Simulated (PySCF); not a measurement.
# [Gd(SH)2]+: other functionals and bases at one geometry

How far do other levels of theory move the description of [Gd(SH)2]+, and what does each cost? The structure is generated, not taken from experiment.

Method: several levels, as the steps say, no spin–orbit coupling; program: PySCF 2.14.0.

1 further run of the same task is left out (for a known fault of the program).

## (1) Where the work starts

5 atoms, charge 1, spin multiplicity 1.

Bond lengths: Gd1–S2 2.499 Å, Gd1–S4 2.499 Å, S2–H3 1.360 Å, S4–H5 1.360 Å. Angles: S2–Gd1–S4 98.3°, Gd1–S2–H3 95.6°, Gd1–S4–H5 95.6°.

As a file:

| atom | x (Å) | y (Å) | z (Å) |
| --- | --- | --- | --- |
| Gd1 | 0.0000 | 0.0000 | -0.7655 |
| S2 | 1.8888 | -0.0843 | 0.8685 |
| H3 | 2.8659 | -0.2291 | -0.0659 |
| S4 | -1.8888 | 0.0843 | 0.8685 |
| H5 | -2.8659 | 0.2291 | -0.0659 |

Formal oxidation states: Gd +3. Each metal's 7 4f electrons lie in its core potential, so multiplicities, spins and levels count the valence alone. An earlier session relaxed this geometry at PBE0, Gd lcecp-1-SVP with ECP53, S def2-SVP, H def2-SVP (singlet, point group C2).

At PBE0 on the finer grid: E = -832.787606 Eh, HOMO -12.12 eV, LUMO -7.41 eV, Mulliken charge on Gd1 +1.11 e, largest force component 0.021 eV/Å. 

Levels to run: TPSSh; revPBE; PBE0, TZVP. Hardware: 2 threads of Arm Neoverse V1, shared host.

## (2) TPSSh

Input file run.py (the lines that set the calculation):

```python
mol = gto.M(atom='''
Gd     0.00000     0.00000    -0.76548
S      1.88885    -0.08432     0.86848
H      2.86585    -0.22909    -0.06590
S     -1.88885     0.08432     0.86848
H     -2.86585     0.22909    -0.06590''',
    basis={'Gd': 'lcecp-1-SVP', 'S': 'def2-SVP', 'H': 'def2-SVP'},
    ecp={'Gd': 'lcecp-1-SVP'},
    charge=1, spin=0)
mf = dft.RKS(mol, xc='TPSSH')
mf.grids.atom_grid = (75, 302)  # f atoms: unpruned, at least (60, 302)
mf = mf.density_fit()  # fitting sets: Gd AutoAux, S def2-universal-JKFIT, H def2-universal-JKFIT
mf.conv_tol = 1e-08; mf.max_cycle = 55
mf.kernel(dm0)  # dm0: the density of the relaxed state
```

Launch:

```
$ OMP_NUM_THREADS=2 python run.py
```

## (3) revPBE

Changes to run.py (the lines that set the calculation) since step 2:

```diff
@@ -9,3 +9,3 @@
     charge=1, spin=0)
-mf = dft.RKS(mol, xc='TPSSH')
+mf = dft.RKS(mol, xc='PBE_R,PBE')
 mf.grids.atom_grid = (75, 302)  # f atoms: unpruned, at least (60, 302)
```

## (4) PBE0, TZVP

Basis: Gd lcecp-1-TZVP with ECP53, S def2-TZVP, H def2-TZVP. 

Input file run.py (the lines that set the calculation):

```python
mol = gto.M(atom='''
Gd     0.00000     0.00000    -0.76548
S      1.88885    -0.08432     0.86848
H      2.86585    -0.22909    -0.06590
S     -1.88885     0.08432     0.86848
H     -2.86585     0.22909    -0.06590''',
    basis={'Gd': 'lcecp-1-TZVP', 'S': 'def2-TZVP', 'H': 'def2-TZVP'},
    ecp={'Gd': 'lcecp-1-TZVP'},
    charge=1, spin=0)
mf = dft.RKS(mol, xc='PBE0')
mf.grids.atom_grid = (75, 302)  # f atoms: unpruned, at least (60, 302)
mf = mf.density_fit()  # fitting sets: Gd AutoAux, S def2-universal-JKFIT, H def2-universal-JKFIT
mf.conv_tol = 1e-08; mf.max_cycle = 55
mf.kernel(dm0)  # dm0: free metal ions and neutral atoms
```

What does the calculation give? Wanted: for each run, HOMO; gap; charge on Gd1; dipole; largest force.

**Answer**, as computed:

| level | state | HOMO (eV) | gap (eV) | charge on Gd1 (e) | dipole (D) | largest force (eV/Å) | basis functions | time |
| --- | --- | --- | --- | --- | --- | --- | --- | --- |
| PBE0 (relaxed here) | singlet | -12.12 | 4.71 | 1.11 | 7.54 | 0.02 | 79 | 7.8 s |
| TPSSh | singlet | -11.54 | 3.88 | 1.13 | 7.47 | 0.29 | 79 | 4.3 s |
| revPBE | singlet | -11.00 | 2.98 | 1.02 | 6.85 | 0.40 | 79 | 3.6 s |
| PBE0, TZVP | singlet | -12.05 | 4.72 | 1.39 | 7.18 | 0.19 | 133 | 8.5 s |

Times are on 2 threads of Arm Neoverse V1, shared host; the first row also made further properties. The dipole of a charged species depends on the origin, so these sizes hold for this origin alone.

In one basis the HOMO–LUMO gap runs from 2.98 eV (revPBE) to 4.71 eV (PBE0). The largest leftover force, 0.40 eV/Å with revPBE, stands at a geometry relaxed at another level. The Mulliken charge on Gd spans +1.02 to +1.39 e over the levels. With 4f in the core, its levels are missing from HOMO and gap. Total energies of different levels can't be compared. Spin–orbit coupling is left out throughout.
